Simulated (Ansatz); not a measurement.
# BCl2F: the cost of one run

All numbers below are computed with Ansatz 0.2.0 (RKS r2SCAN/def2-SVP).

## 1. Starting point

Bond lengths: B1–Cl2 1.860 Å, B1–Cl3 1.860 Å, B1–F4 1.320 Å. Angles: Cl2–B1–Cl3 120.0°, Cl2–B1–F4 120.0°, Cl3–B1–F4 120.0°.

Coordinates:

```xyz
4

B     0.0000    0.0000    0.0000
Cl    0.0000    0.0000    1.8600
Cl    1.6108    0.0000   -0.9300
F    -1.1431    0.0000   -0.6600
```

## 2. Relaxing the start

input.yaml

```yaml
crystal:
  periodic: [false, false, false]
  atoms:
    - { symbol: B, position_ang: [0.0, 0.0, 0.0] }
    - { symbol: Cl, position_ang: [0.0, 0.0, 1.86] }
    - { symbol: Cl, position_ang: [1.6108, 0.0, -0.93] }
    - { symbol: F, position_ang: [-1.1431, 0.0, -0.66] }
basis:
  gaussian: { orbitals: def2-SVP }
hamiltonian:
  xc: r2scan
relax:
  f_tol: 0.02
  max_steps: 40
```

On the command line:

```bash
$ ansatz run input.yaml --threads 1 --pin off --max-ram 2048MiB --backend cpu --events-out ev --progress --plain --runs-dir out
```

**Question.** How long does this run take on 1 thread of Intel Xeon Platinum 8259CL at 2.50GHz (Skylake/Cascade Lake), shared host, and how much memory does it need?

About 14 s, with a peak of 0.14 GiB.
